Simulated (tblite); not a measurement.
# C7H11N: the cost of one run

Computed with tblite 0.8.0 (tight binding) and PySCF 2.14.0 (DFT, with response routines of our own); each step states its level. Atoms count from 0 throughout.

### Step 1. The molecule as given

19 atoms, charge 0, multiplicity 1; geometry from: force field or distance geometry start.

Bonds of the start (Å): C0–C1 1.18, C0–H8 1.07, C1–C2 1.47, C2–C3 1.52, C2–C6 1.56, C2–N4 1.48, C3–H10 1.09, C3–H11 1.10, C3–H9 1.11, C5–C6 1.54, C5–H13 1.10, C5–H14 1.09, C6–C7 1.53, C6–H15 1.09, C7–H16 1.09, C7–H17 1.09, C7–H18 1.10, N4–C5 1.47, N4–H12 1.02.

### Step 2. GFN2-xTB relaxation, start minimum

What the job is given:

```
{"job": {"xc": "GFN2-xTB", "basis": "xTB", "kind": "relax"}, "charge": 0, "multiplicity": 1}
C     -2.017100     1.369400    -1.898000
C     -1.401100     0.732800    -1.111700
C     -0.624800    -0.054100    -0.137800
C     -1.236800     0.034100     1.250300
N     -0.526400    -1.463100    -0.595400
C      0.900900    -1.475800    -0.237200
C      0.916900     0.067100    -0.305600
C      1.737500     0.792500     0.756600
H     -2.583200     1.938600    -2.599200
H     -0.715000    -0.620800     1.975800
H     -1.189200     1.048100     1.647100
H     -2.293100    -0.282100     1.260800
H     -0.683200    -1.559000    -1.596800
H      1.096200    -1.901400     0.755800
H      1.554400    -1.972500    -0.951200
H      1.213500     0.419800    -1.288400
H      1.515000     1.863700     0.738800
H      2.800600     0.653900     0.562300
H      1.525200     0.418100     1.766300
```

Launch:

```console
$ OMP_NUM_THREADS=1 python ens_run.py task.json out
```

This one command runs the whole study; its stages follow in the order run.

**Question.** How long does this first job take on 1 thread of Intel Xeon at 2.50GHz, shared host?

About 2.8 s.
